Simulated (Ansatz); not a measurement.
# TeRu (F-43m) in Ansatz: further runs

Aim: see how the results for TeRu move with the level of theory and the settings. Levels: r2SCAN+U, PBEsol+U. Tasks: single point.

Program: Ansatz 0.2.0. These are calculated values, not measurements. Logs are shortened: lines on timing, memory, paths and dates and some standing lists are left out, and cuts for length are marked.

### Step 1. The structure

It takes space group F-43m (No. 216, cubic). Conventional cell: a = 6.228 Å, b = 6.228 Å, c = 6.228 Å, α = 90.00°, β = 90.00°, γ = 90.00°. Ru (site symmetry -43m) has 4 Te at 2.70 Å as nearest neighbours. Te (site symmetry -43m) has 4 Ru at 2.70 Å as nearest neighbours.

The cell comes from a database or a generator and needn't be the stable form of this composition.

### Step 2. Single point, r2SCAN+U, collinear spin, ferromagnetic start

File input.yaml:

```yaml
crystal:
  lattice:
    - [0.0, 3.11392972, 3.11392972]
    - [3.11392972, 0.0, 3.11392972]
    - [3.11392972, 3.11392972, 0.0]
  atoms:
    - { symbol: Ru, position: [0.0, 0.0, 0.0], spin: 3.0 }
    - { symbol: Te, position: [0.25, 0.25, 0.25] }
hamiltonian:
  xc: r2scan
  pseudopotentials: { kind: paw }
  hubbard: { sites: [{ species: Ru, l: d, u_eff: 6.0 }] }
magnetization:
  spin_polarized: true
  initial_magnetization: 3.0
  spin_locking: { lock_magnetization: hard }
kpoints:
  mp_grid: { grid: [5, 5, 5] }
scf:
  occupations: { method: gaussian, width: 0.05 }
output:
  forces: true
  stress: true
  eigenvalues: true
```

Potentials or basis: Ansatz PAW.

Command:

```
ansatz run input.yaml --threads 2 --pin off --max-ram 5632MiB --backend cpu --events-out ev --progress --plain --runs-dir out
```

The log of the run:

```text
Warning: This run holds its total moment fixed (magnetization.spin_locking.lock_magnetization: hard) and mixes its density by anderson or broyden (scf.mixing.algorithm, typed or taken by auto). Slabs with a fixed moment have converged under broyden above another state at the same moment, at the default mixing steps and at smaller ones, and under scf.lower_state_search: standard, light or off a state that such a mixer converges on is not tested for a lower one by that SCF's own steps. That does not show the result to be wrong. Run the deck again under scf.mixing.algorithm: msr1 (scf.max_iter of 400 or more; without the keys that msr1 refuses, which its refusal names) and compare the two as scf.mixing.restart in the input reference says. Such a run need not converge: where no other run does, the state stands unchecked
Warning: output.stress: scf.convergence.dr2_threshold = 1e-7 eV (the SCF's general default) is looser than the 2e-10 eV advised for a printed stress (1e-10 eV for each atom of the cell: 2). What an SCF threshold leaves in a stress goes as its square root, and in the free energy as the threshold itself, and one threshold admits the most on a small cell: of the crystals measured, under no hybrid functional and no lock of the moments, on runs that ended without the residual-converged pass, on stresses that held no estimate of that error, the worst erred by over 100 MPa in a component at 1e-7 eV an atom and by under 5 at 1e-10. Set scf.convergence.dr2_threshold to 2e-10 eV or tighter. The threshold is an SCF's pass mark: one that does not reach it within its budget of iterations ends unconverged, or closes short of it on a stop that the run arms, and scf.convergence.dr2_threshold's page says what that costs each kind of run
Warning: RAYON_NUM_THREADS=2 ignored (pool sized by the plan → 2); use --threads N
Ru: projections on atomic orbitals take those of the free atom [Ar 3d10] 4s2 4p6 4d7 5s1, of charge +0.00 (hamiltonian.pseudopotentials.projection_atoms); the dataset's partial waves leave at most 8.1e-6 of an orbital's norm unspanned inside its sphere
Te: projections on atomic orbitals take those of the free atom [Kr] 4d10 5s2 5p4, of charge +0.00 (hamiltonian.pseudopotentials.projection_atoms); the dataset's partial waves leave at most 7.8e-6 of an orbital's norm unspanned inside its sphere
Engine: ansatz 0.2.0, aarch64-unknown-linux-gnu
Pseudopotentials: kind: paw
Pseudopotential: Ru, paw, valence charge 16, recommended cutoff 500 eV (meta_gga), Ru.paw.azcp
Pseudopotential: Te, paw, valence charge 16, recommended cutoff 500 eV (meta_gga), Te.paw.azcp
Functional definition: r2SCAN
  parameter k0 = 0.174
  parameter k1 = 0.065
  parameter a1 = 4.9479
  exchange = r2scan_x(k0 = k0, k1 = k1, a1 = a1)
  correlation = r2scan_c
Crystal: 2 atoms, lattice volume = 60.389 Å³
Basis set: ecut = 500 eV, 1471 PW (Γ), exchange–correlation on 144×144×144 points (64 copies of the dense FFT grid, shifted against one another)
Bands: 22, of which v1, the nominal top of the filled ones, is band 16 counted from 1 (15 counted from 0)
Symmetry: 24 space group operations
Space group: F-43m (ITA 216), of the structure as read, at distance tolerance 3.9e-5 Å
Magnetic group: BNS 216.74 (UNI 1576), of the structure as read, at distance tolerance 3.9e-5 Å
k-points: 10 of 125 (time reversal used)
Non-local potential: Ru, projectors of the file, l = 0: 3, l = 1: 2, l = 2: 2, l = 3: 1
Non-local potential: Te, projectors of the file, l = 0: 2, l = 1: 2, l = 2: 2, l = 3: 2
PAW form: soft (Blöchl's): semilocal exchange-correlation on the pseudo side does not see the compensation charge
PAW frozen core: Ru, regenerated for the run's functional (the file was generated under x = pbe(κ = 0.804, μ = 0.2195149727645171), c = pbe(β = 0.06672455060314922))
PAW frozen core: Te, regenerated for the run's functional (the file was generated under x = pbe(κ = 0.804, μ = 0.2195149727645171), c = pbe(β = 0.06672455060314922))
PAW one-centre angular grid: Ru, 590 points (default); XC on 160 Gauss nodes
PAW one-centre angular grid: Te, 590 points (default); XC on 160 Gauss nodes
Initial density: superposition of atomic densities (chi_scale 0.1, normalization cell)
Starting moments: Σ|m| = 3 μB on 1 of 2 sites
[... 94 lines left out ...]
an SCF along what the orbitals of the run's state read of its open shells (or to have them read: on a GPU, or by another smearing), with 23 of the crystal's symmetry operations given up (63 k-points in place of 10), reached no lower state that the run goes on to. This is no proof of a minimum
SCF converged after 2 iterations
Stability not told: the lowest value that the SCF's own minimisation read on its close, 7.7e-2 (residual 5.3e-4), is positive but too near zero to vouch for directions that it does not look along: no lower mode is shown, and none is ruled out
Magnetization: 3.0000 μB (17.5000 up, 14.5000 down)
Absolute magnetization: 3.1313 μB (∫|ρ↑−ρ↓|, with the PAW one-centre terms)
Spin contamination: 0.1321 ħ² per cell (⟨S²⟩ above its minimum at these occupations)
Per-site moments (μB) at R_I (Å): [(2.515456783412848, 1.1124061752867376), (-0.026769355556910086, 1.1124061752867376)]
Free energy (F): -12881.492916 eV
Harris-Foulkes:  -12881.492916 eV  (|F-HF|=6.89e-10)
Internal energy: -12881.490303 eV  (E = F + TS)
E sigma→0 (E₀):  -12881.491609 eV
Entropy (-TS):   -0.002612 eV (-1.306 meV/atom)
Fermi energy:    8.698722 (↑ 8.747612, ↓ 8.649832) eV
--- Per-component energies (eV) ---
  E_band       = -570.492445
  E_kinetic    = 695.021358
  E_local      = -3613.737368  (includes V_loc(G=0)·N_el)
  E_nonlocal   = 40.832610
  E_hartree    = 1650.341736
  E_xc         = -297.133403
  E_vxc        = -374.603457  (∫ρ·V_xc dr)
  E_hubbard    = 1.539530  (on-site DFT+U / exact-exchange correction)
  E_vhub       = -17.719986  (the Hubbard potential's part of the band-sum identity)
  E_paw        = -8169.849036  (= ΣΔE_a)
  E_vpaw       = -626.224571  (= ΣTr[D̂ρ^β])
  E_aug_tail   = 0.000071  (compensation charges beyond the density's cutoff)
  E_vtau       = 25.257432  (kinetic-family band-sum trace: ∫τ·v_τ [+ j·A + Jᵃ·Aᵃ] dr)
  E_ewald      = -3188.479703
  E_core_change = -0.026100  (= ΣΔE_core)
  E_smearing   = -0.002612  (= −TS)
  E_closure    = -0.000000  (closes the sum)
  Σ components = -12881.492916   (vs F -12881.492916, Δ=0.00e0)
--- Forces (eV/Å), atoms counted from 1 ---
  atom   1  Ru     0.00000000     0.00000000     0.00000000
  atom   2  Te     0.00000000    -0.00000000    -0.00000000
  max |Σ_I F_I| component: 6.94e-17 eV/Å
--- Stress (GPa, compression-positive) ---
        4.944044      -0.000000      -0.000000
       -0.000000       6.395633      -0.000010
       -0.000000       0.000010       6.395633
  P = ⅓ Tr σ = 5.9118 GPa (59.118 kbar)
--- Band table (eV; the first three rows and the last of 42) ---
  k-point 0 ↑: bands = ["-66.7311", "-36.1922", "-36.1922", "-35.9199", "-28.5768", "-28.5723", "-28.5723", "-28.5111", "-28.5045", "-3.2258", "2.1514", "2.1514", "2.6788", "2.9325", "3.9960", "10.5076", "10.5076", "10.5742", "11.3883", "14.9811", "14.9811", "15.1975"]
  k-point 1 ↑: bands = ["-66.7312", "-36.1926", "-36.1923", "-35.9202", "-28.5766", "-28.5734", "-28.5729", "-28.5121", "-28.5040", "-3.0838", "2.2453", "2.3020", "2.7940", "2.9325", "3.9717", "8.2247", "9.9694", "10.0308", "12.5053", "15.2104", "15.5302", "15.6668"]
  k-point 2 ↑: bands = ["-66.7313", "-36.1931", "-36.1923", "-35.9204", "-28.5761", "-28.5751", "-28.5738", "-28.5136", "-28.5033", "-2.8664", "2.3120", "2.6981", "3.0604", "3.3834", "4.0264", "5.4174", "9.1966", "9.2564", "12.6246", "15.7910", "15.9292", "16.7159"]
  k-point 20 ↓: bands = ["-64.1506", "-33.3422", "-33.3410", "-33.2487", "-28.5662", "-28.5632", "-28.5574", "-28.5195", "-28.5087", "-2.2632", "4.6310", "4.9149", "5.6262", "6.5783", "7.8121", "11.1252", "12.3237", "12.8841", "15.7211", "16.0981", "16.2915", "18.6524"]
Occupation matrices written to <dir>
```

Run time: 4.5 min. Hardware: 2 threads of Arm Neoverse V1, shared host; peak memory 0.96 GiB.

The run converged, but a check on its numbers failed (symmetry, net force, bounds or a known fault of this set-up), so they aren't taken as properties of the crystal.

Caveat: the magnetic or orbital state may not be the lowest; the result breaks the symmetry of the cell; the total moment is fixed, so each spin has its own Fermi level; the PAW data sets come from PBE, with cores solved anew for the run's functional, which leaves a small shift of forces and pressure; the U is typed as a test and isn't derived for this compound; the thresholds are loose for stress.

### Step 3. Single point, r2SCAN+U, collinear spin, ferromagnetic start

input.yaml, as its differences from that of step 2:

```diff
@@ -6,3 +6,3 @@
   atoms:
-    - { symbol: Ru, position: [0.0, 0.0, 0.0], spin: 3.0 }
+    - { symbol: Ru, position: [0.0, 0.0, 0.0], spin: 1.0 }
     - { symbol: Te, position: [0.25, 0.25, 0.25] }
@@ -14,4 +14,2 @@
   spin_polarized: true
-  initial_magnetization: 3.0
-  spin_locking: { lock_magnetization: hard }
 kpoints:
```

Potentials or basis: Ansatz PAW.

Command:

```
ansatz run input.yaml --threads 2 --pin off --max-ram 5632MiB --backend cpu --events-out ev --progress --plain --runs-dir out
```

Run time: 34 s. Hardware: 2 threads of Arm Neoverse V1, shared host; peak memory 0.62 GiB.

The run converged. Its results:

| Property | Result |
| --- | --- |
| Free energy | -12881.6984 eV |
| Pressure | 3.7 GPa |
| Band gap on the k mesh | none (metal or under the smearing width) |
| Net moment | 2.00 μB per cell |
| Absolute moment | 3.01 μB per cell |
| Site moments | Ru +2.15; Te -0.33 μB |

Levels at points of the mesh, in eV from the Fermi level:
Spin up:
| k point | band 13 | band 14 | band 15 | band 16 | band 17 | band 18 | band 19 | band 20 |
| --- | --- | --- | --- | --- | --- | --- | --- | --- |
| (0.00, 0.00, 0.00) | -6.05 | -4.25 | -4.25 | 2.13 | 2.13 | 2.13 | 2.78 | 6.57 |
Spin down:
```tsv
k point	band 12	band 13	band 14	band 15	band 16	band 17	band 18	band 19
(0.00, 0.00, 0.00)	-3.45	-2.04	-2.04	-2.04	3.39	5.76	5.76	5.76
```

Eigenvalues of the final occupation matrices:
```tsv
site	spin	trace	eigenvalues
site 1	1	4.79	0.95 0.95 0.95 0.98 0.98
site 1	2	2.31	0.11 0.11 0.11 0.98 0.98
```

Caveat: the magnetic or orbital state may not be the lowest; the PAW data sets come from PBE, with cores solved anew for the run's functional, which leaves a small shift of forces and pressure; the U is typed as a test and isn't derived for this compound.

### Step 4. Single point, PBEsol+U, collinear spin, ferromagnetic start

input.yaml, as its differences from that of step 3:

```diff
@@ -9,3 +9,3 @@
 hamiltonian:
-  xc: r2scan
+  xc: pbesol
   pseudopotentials: { kind: paw }
```

Potentials or basis: Ansatz PAW.

Command:

```
ansatz run input.yaml --threads 2 --pin off --max-ram 5632MiB --backend cpu --events-out ev --progress --plain --runs-dir out
```

The log of the run:

```text
Warning: RAYON_NUM_THREADS=2 ignored (pool sized by the plan → 2); use --threads N
Ru: projections on atomic orbitals take those of the free atom [Ar 3d10] 4s2 4p6 4d7 5s1, of charge +0.00 (hamiltonian.pseudopotentials.projection_atoms); the dataset's partial waves leave at most 8.1e-6 of an orbital's norm unspanned inside its sphere
Te: projections on atomic orbitals take those of the free atom [Kr] 4d10 5s2 5p4, of charge +0.00 (hamiltonian.pseudopotentials.projection_atoms); the dataset's partial waves leave at most 7.8e-6 of an orbital's norm unspanned inside its sphere
[... 2 set-up lines as earlier in the session ...]
Pseudopotential: Ru, paw, valence charge 16, recommended cutoff 420 eV (normal), Ru.paw.azcp
Pseudopotential: Te, paw, valence charge 16, recommended cutoff 420 eV (normal), Te.paw.azcp
Functional definition: PBEsol
  exchange = pbesol_x
  correlation = pbesol_c
Crystal: 2 atoms, lattice volume = 60.389 Å³
Basis set: ecut = 420 eV, 1243 PW (Γ), exchange–correlation on 60×60×60 points (8 copies of the dense FFT grid, shifted against one another)
Bands: 21, of which v1, the nominal top of the filled ones, is band 16 counted from 1 (15 counted from 0)
[... 2 set-up lines as earlier in the session ...]
Magnetic group: BNS 216.74 (UNI 1576), of the structure as read, at distance tolerance 3.9e-5 Å
k-points: 10 of 125 (time reversal used)
[... 2 set-up lines as earlier in the session ...]
[... 52 lines left out ...]
E sigma→0 (E₀):  -12713.035964 eV
Entropy (-TS):   -0.003302 eV (-1.651 meV/atom)
Fermi energy:    8.645075 eV
--- Per-component energies (eV) ---
  E_band       = -541.942912
  E_kinetic    = 695.852643
  E_local      = -3621.565310  (includes V_loc(G=0)·N_el)
  E_nonlocal   = 44.648218
  E_hartree    = 1651.930697
  E_xc         = -309.736547
  E_vxc        = -338.679697  (∫ρ·V_xc dr)
  E_hubbard    = 1.843670  (on-site DFT+U / exact-exchange correction)
  E_vhub       = -17.729389  (the Hubbard potential's part of the band-sum identity)
  E_paw        = -7988.155725  (= ΣΔE_a)
  E_vpaw       = -608.331963  (= ΣTr[D̂ρ^β])
  E_aug_tail   = -0.000368  (compensation charges beyond the density's cutoff)
  E_ewald      = -3188.479703
  E_core_change = 0.628111  (= ΣΔE_core)
  E_smearing   = -0.003302  (= −TS)
  E_closure    = 0.000000  (closes the sum)
  Σ components = -12713.037615   (vs F -12713.037615, Δ=0.00e0)
--- Forces (eV/Å), atoms counted from 1 ---
  atom   1  Ru     0.00000000    -0.00000000     0.00000000
  atom   2  Te    -0.00000000     0.00000000     0.00000000
  max |Σ_I F_I| component: 1.97e-17 eV/Å
--- Stress (GPa, compression-positive) ---
        0.479591      -0.000000       0.000000
        0.000000       0.479591      -0.000000
        0.000000      -0.000000       0.479591
  P = ⅓ Tr σ = 0.4796 GPa (4.796 kbar)
--- Band table (eV; the first three rows and the last of 20) ---
  k-point 0 ↑: bands = ["-63.6282", "-33.7498", "-33.7498", "-33.7498", "-27.7439", "-27.7439", "-27.7439", "-27.7371", "-27.7371", "-2.7530", "3.0882", "3.0882", "3.0882", "4.6520", "4.6520", "10.7444", "10.7444", "10.7444", "10.9518", "14.8710", "14.8710"]
  k-point 1 ↑: bands = ["-63.6282", "-33.7500", "-33.7497", "-33.7497", "-27.7456", "-27.7446", "-27.7446", "-27.7365", "-27.7365", "-2.6088", "3.1814", "3.2048", "3.2048", "4.6191", "4.6191", "8.4600", "10.2275", "10.2275", "12.1508", "14.9206", "15.3991"]
  k-point 2 ↑: bands = ["-63.6283", "-33.7505", "-33.7497", "-33.7497", "-27.7485", "-27.7454", "-27.7454", "-27.7359", "-27.7359", "-2.3820", "3.3609", "3.3609", "3.8896", "4.6570", "4.6570", "5.8212", "9.4605", "9.4605", "12.3642", "15.6962", "15.6962"]
  k-point 9 ↓: bands = ["-62.1187", "-32.1424", "-32.1415", "-32.1410", "-27.8138", "-27.8095", "-27.8083", "-27.8005", "-27.8002", "-2.0948", "4.1522", "4.9535", "5.8703", "6.7640", "7.4283", "10.4698", "11.4954", "11.6767", "15.0957", "15.4468", "15.6770"]
Occupation matrices written to <dir>
```

It took 10 s on 2 threads of Arm Neoverse V1, shared host; peak memory 0.45 GiB.

What came out:

```
Free energy            : -12713.0376 eV
Pressure               : 0.5 GPa
Band gap on the k mesh : none (metal or under the smearing width)
Net moment             : 2.00 μB per cell
Absolute moment        : 2.83 μB per cell
Site moments           : Ru +2.04; Te -0.28 μB
```

Levels at points of the mesh, in eV from the Fermi level:
Spin up:
```csv
k point,band 13,band 14,band 15,band 16,band 17,band 18,band 19,band 20
"(0.00, 0.00, 0.00)",-5.56,-3.99,-3.99,2.10,2.10,2.10,2.31,6.23
```
Spin down:
| k point | band 13 | band 14 | band 15 | band 16 | band 17 | band 18 |
| --- | --- | --- | --- | --- | --- | --- |
| (0.00, 0.00, 0.00) | -1.94 | -1.94 | -1.94 | 2.87 | 5.02 | 5.02 |

Eigenvalues of the final occupation matrices:
```csv
site,spin,trace,eigenvalues
site 1,1,4.76,0.94 0.94 0.94 0.97 0.97
site 1,2,2.38,0.14 0.14 0.14 0.98 0.98
```

Caveat: the magnetic or orbital state may not be the lowest; the PAW data sets come from PBE, with cores solved anew for the run's functional, which leaves a small shift of forces and pressure; the U is typed as a test and isn't derived for this compound. Spin-orbit coupling is left out, which matters for the levels of Te.

(Continued in part 2 of 2.)
